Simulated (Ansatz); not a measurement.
# Mg3Te: the cost of one run

Program: Ansatz 0.2.0. Level of theory: DFT PBE, scalar-relativistic, plane waves, PAW. These are calculated values, not measurements.

## 1. The structure to begin with

Symmetry: Pm-3m, No. 221, cubic system. The conventional cell has a = 4.442 Å, b = 4.442 Å, c = 4.442 Å, α = 90.00°, β = 90.00°, γ = 90.00°. Around Mg (site symmetry 4/mmm) lie 2 Te at 2.22 Å. Te (site symmetry m-3m) is surrounded by 6 Mg at 2.22 Å.

Structure file:

```
Mg Te
1.0
     4.44239    0.00000    0.00000
     0.00000    4.44239    0.00000
     0.00000    0.00000    4.44239
Mg Te
3 1
Direct
  0.50000 0.00000 0.00000
  0.00000 0.50000 0.00000
  0.00000 0.00000 0.50000
  0.00000 0.00000 0.00000
```

A structure generator made this guess: random cell by space group and Wyckoff sites (Pm-3m, No. 221). Its size is a rough estimate.

## 2. The guess as it stands, on a coarse mesh

The input, input.yaml:

```yaml
crystal:
  lattice:
    - [4.442391, 0.0, 0.0]
    - [0.0, 4.442391, 0.0]
    - [0.0, 0.0, 4.442391]
  atoms:
    - { symbol: Mg, position: [0.5, 0.0, 0.0] }
    - { symbol: Mg, position: [0.0, 0.5, 0.0] }
    - { symbol: Mg, position: [0.0, 0.0, 0.5] }
    - { symbol: Te, position: [0.0, 0.0, 0.0] }
basis:
  ecutwfc: 420
kpoints:
  mp_grid: { grid: [4, 4, 4] }
hamiltonian:
  xc: pbe
scf:
  occupations: { method: gaussian, width: 0.1 }
  lower_state_search: "off"
output:
  forces: true
  stress: true
  eigenvalues: true
```

Command:

```
ansatz run input.yaml --threads 1 --pin off --max-ram 2560MiB --backend cpu --events-out ev --progress --plain --runs-dir out
```

What time and memory should one allow on 1 thread of AMD EPYC (Zen 3), shared host?

About 3 s, with a peak of 0.33 GiB.
